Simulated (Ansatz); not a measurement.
# Cl2FGe2H3: the cost of one run

Program: Ansatz 0.2.0. Level of theory: RKS PBE/def2-SVP. These are calculated values, not measurements.

## 1. The system as given

Bond lengths: Ge1–F2 1.680 Å, Ge1–Cl3 2.220 Å, Ge1–Cl4 2.218 Å, Ge1–Ge5 2.398 Å, Ge5–H6 1.550 Å, Ge5–H7 1.550 Å, Ge5–H8 1.550 Å. Angles: F2–Ge1–Cl3 109.5°, F2–Ge1–Cl4 109.5°, F2–Ge1–Ge5 109.5°, Cl3–Ge1–Cl4 109.5°, Cl3–Ge1–Ge5 109.5°, Cl4–Ge1–Ge5 109.5°, Ge1–Ge5–H6 109.5°, Ge1–Ge5–H7 109.5°, Ge1–Ge5–H8 109.5°, H6–Ge5–H7 109.4°, H6–Ge5–H8 109.4°, H7–Ge5–H8 109.4°.

Structure file:

```xyz
8

Ge    0.0000    0.0000    0.0000
F     0.0000    0.0000    1.6800
Cl    2.0935    0.0000   -0.7393
Cl   -1.0456    1.8115   -0.7393
Ge   -1.1304   -1.9584   -0.7992
H    -1.8281   -2.6730    0.3861
H    -2.1918   -1.5497   -1.8522
H    -0.1029   -2.9200   -1.4487
```

## 2. Relaxing the start

input.yaml reads:

```yaml
crystal:
  periodic: [false, false, false]
  atoms:
    - { symbol: Ge, position_ang: [0.0, 0.0, 0.0] }
    - { symbol: F, position_ang: [0.0, 0.0, 1.68] }
    - { symbol: Cl, position_ang: [2.0935, 0.0, -0.7393] }
    - { symbol: Cl, position_ang: [-1.0456, 1.8115, -0.7393] }
    - { symbol: Ge, position_ang: [-1.1304, -1.9584, -0.7992] }
    - { symbol: H, position_ang: [-1.8281, -2.673, 0.3861] }
    - { symbol: H, position_ang: [-2.1918, -1.5497, -1.8522] }
    - { symbol: H, position_ang: [-0.1029, -2.92, -1.4487] }
basis:
  gaussian: { orbitals: def2-SVP }
hamiltonian:
  xc: pbe
relax:
  f_tol: 0.02
  max_steps: 40
output:
  orbitals: {}
```

On the command line:

```bash
$ ansatz run input.yaml --threads 4 --pin off --max-ram 5120MiB --backend cpu --events-out ev --progress --plain --runs-dir out
```

**Question.** How long does this run take on 4 threads of Intel Xeon Platinum 8259CL at 2.50GHz (Skylake/Cascade Lake), shared host, and how much memory does it need?

About 23 s, with a peak of 0.22 GiB.
